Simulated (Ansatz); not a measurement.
# TiAl3: the cost of one run

Computed with Ansatz 0.2.0 (DFT PBE, scalar-relativistic, plane waves, PAW, unless a step's input says otherwise).

16 further runs of the same task are left out: 16 set aside as unsound or not needed. Runs told in other sessions of the task aren't counted.

## (1) The starting structure

It takes space group I4/mmm (No. 139, tetragonal). The conventional cell has a = 3.845 Å, b = 3.845 Å, c = 8.622 Å, α = 90.00°, β = 90.00°, γ = 90.00°. Around Ti (site symmetry 4/mmm) lie 12 Al at 2.72 to 2.89 Å. Around Al (site symmetry 4/mmm) lie 4 Ti at 2.72 Å and 8 Al at 2.89 Å. Around Al (site symmetry -4m2) lie 8 Al at 2.72 to 2.89 Å and 4 Ti at 2.89 Å.

Structure file:

```
CELL_PARAMETERS angstrom
-1.92258 1.92258 4.31114
1.92258 -1.92258 4.31114
1.92258 1.92258 -4.31114
ATOMIC_POSITIONS crystal
Ti 0.00000 0.00000 0.00000
Al 0.50000 0.50000 0.00000
Al 0.75000 0.25000 0.50000
Al 0.25000 0.75000 0.50000
```

It goes back to an entry of the Materials Project, which need not be the stable form.

It is the result of an earlier relaxation at this level (volume 15.94 Å³/atom; gap on the mesh: none (metal)).

## (2) What is varied

The energy is mapped over volume and the cell's shape.

The axes are (1) volume per atom: 7 values from 13.39 to 18.48 Å³; (2) c/a of the conventional cell: 7 values from 2.070 to 2.429.

Nothing else is relaxed (symmetry fixes all fractional coordinates). Energies count from the relaxed crystal. Points are written as (first, second).

## (3) The run at (16.79 Å³, 2.070)

Contents of input.yaml:

```yaml
crystal:
  lattice:
    - [-2.0091466764, 2.0091466764, 4.1581299616]
    - [2.0091466764, -2.0091466764, 4.1581299616]
    - [2.0091466764, 2.0091466764, -4.1581299616]
  atoms:
    - { symbol: Ti, position: [0.0, 0.0, 0.0] }
    - { symbol: Al, position: [0.5, 0.5, 0.0] }
    - { symbol: Al, position: [0.75, 0.25, 0.5] }
    - { symbol: Al, position: [0.25, 0.75, 0.5] }
basis:
  ecutwfc: 520.0
kpoints:
  mp_grid: { grid: [16, 16, 16] }
hamiltonian:
  xc: pbe
  pseudopotentials: { kind: paw, azcp: { folder: soft_1 } }
scf:
  occupations: { method: gaussian, width: 0.15 }
output:
  forces: true
  stress: true
  eigenvalues: true
```

Run with:

```sh
> ansatz run input.yaml --threads 2 --pin off --max-ram 4096MiB --backend cpu --events-out ev --progress --plain --runs-dir out
```

What time and memory should one allow on 2 threads of Arm Neoverse N1, shared host?

About 26 s, with a peak of 0.67 GiB.
